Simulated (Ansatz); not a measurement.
**C2H6BBrO2: ionisation energy by level of theory**

An exercise on one series of results from a longer session: the logs are not shown, and one member is left open.

The runs use Ansatz 0.2.0, Gaussian basis; unrestricted cation, the program's frozen cores in correlated methods.

Plan: UKS PBE-D4/def2-TZVPP; UKS r2SCAN-D4/def2-TZVPP; UKS PBE0-D4/def2-TZVPP; UKS B3LYP-D4/def2-TZVPP; UKS wB97X-V/def2-TZVPP; UKS wB97M-V/def2-TZVPP; UKS B2PLYP/def2-TZVPP; UHF-CCSD(T)/def2-TZVPP; UHF-MP2/def2-QZVPP; extrapolation to the limit; then −ε(HOMO) from the neutral's earlier runs with LDA (SPW92), PBE-D4, revPBE-D4, BLYP-D4, r2SCAN-D4, B97M-V, PBE0-D4, B3LYP-D4, r2SCANh-D4, r2SCAN0-D4, HSE06-D4, BHLYP-D4, CAM-B3LYP-D4, LC-ωPBE, ωB97X-V, ωB97M-V.

**The relaxed structure**

All runs share one geometry, relaxed beforehand with PBE0-D4 in a triple-zeta def2 set.

SMILES `COB(Br)OC`, 12 atoms, charge 0, spin multiplicity 1.

Atoms are counted from 1 here; the program's logs count them from 0.

Bond lengths: C1–O2 1.419 Å, C1–H7 1.089 Å, C1–H8 1.092 Å, C1–H9 1.092 Å, O2–B3 1.344 Å, B3–Br4 1.940 Å, B3–O5 1.347 Å, O5–C6 1.414 Å, C6–H10 1.089 Å, C6–H11 1.092 Å, C6–H12 1.092 Å. Angles: O2–C1–H7 107.2°, O2–C1–H8 111.0°, O2–C1–H9 110.9°, H7–C1–H8 109.5°, H7–C1–H9 109.5°, H8–C1–H9 108.7°, C1–O2–B3 120.1°, O2–B3–Br4 116.7°, O2–B3–O5 121.4°, Br4–B3–O5 121.9°, B3–O5–C6 124.4°, O5–C6–H10 107.2°, O5–C6–H11 111.0°, O5–C6–H12 110.9°, H10–C6–H11 109.5°, H10–C6–H12 109.5°, H11–C6–H12 108.8°.

Set-up of the first run:

Contents of in.yaml:

```yaml
crystal:
  periodic: [false, false, false]
  atoms:
    - {symbol: C, position_ang: [-0.953429, -0.907077, 1.725124]}
    - {symbol: O, position_ang: [-1.524027, -0.357831, 0.548244]}
    - {symbol: B, position_ang: [-0.731588, 0.157296, -0.407129]}
    - {symbol: Br, position_ang: [-1.614261, 0.882568, -1.974723]}
    - {symbol: O, position_ang: [0.609257, 0.166502, -0.276175]}
    - {symbol: C, position_ang: [1.503412, 0.690123, -1.238830]}
    - {symbol: H, position_ang: [-1.774762, -1.264024, 2.344934]}
    - {symbol: H, position_ang: [-0.288898, -1.740216, 1.485029]}
    - {symbol: H, position_ang: [-0.385123, -0.151664, 2.272668]}
    - {symbol: H, position_ang: [2.511467, 0.559339, -0.846748]}
    - {symbol: H, position_ang: [1.314596, 1.751788, -1.410469]}
    - {symbol: H, position_ang: [1.410355, 0.158096, -2.187825]}
basis:
  gaussian: {orbitals: def2-TZVPP}
total_charge: 1
magnetization: {spin_polarized: true, initial_magnetization: 1}
hamiltonian: {xc: pbe, dispersion: d4}
```

Steps of the session up to this table: Cation, UKS PBE-D4/def2-TZVPP; Cation, UKS r2SCAN-D4/def2-TZVPP; Cation, UKS PBE0-D4/def2-TZVPP; Cation, UKS B3LYP-D4/def2-TZVPP; Cation, UKS wB97X-V/def2-TZVPP; Cation, UKS wB97M-V/def2-TZVPP; Cation, UKS B2PLYP (frozen core)/def2-TZVPP; Cation, UHF-CCSD(T)/def2-TZVPP; Cation, UHF-MP2/def2-QZVPP.

One of the session's tables, all rows but one given; the rest of the session is left out.

It belongs to the step «Ionisation energies side by side». Orbital estimates, from the neutral's runs:

| functional | −ε(HOMO) (eV) |
| --- | --- |
| LDA (SPW92) | 7.05 |
| PBE-D4 | ? |
| revPBE-D4 | 6.81 |
| BLYP-D4 | 6.68 |
| r2SCAN-D4 | 7.21 |
| B97M-V | 7.31 |
| PBE0-D4 | 8.21 |
| B3LYP-D4 | 7.91 |
| r2SCANh-D4 | 7.70 |
| r2SCAN0-D4 | 8.43 |
| HSE06-D4 | 7.80 |
| BHLYP-D4 | 9.36 |
| CAM-B3LYP-D4 | 9.54 |
| LC-ωPBE | 10.98 |
| ωB97X-V | 10.61 |
| ωB97M-V | 10.47 |

Q: Estimate the row for PBE-D4 from the others.

**Answer.** −ε(HOMO) (eV): 6.87. In the column «−ε(HOMO) (eV)» it lies between revPBE-D4 (6.81) and LDA (SPW92) (7.05).
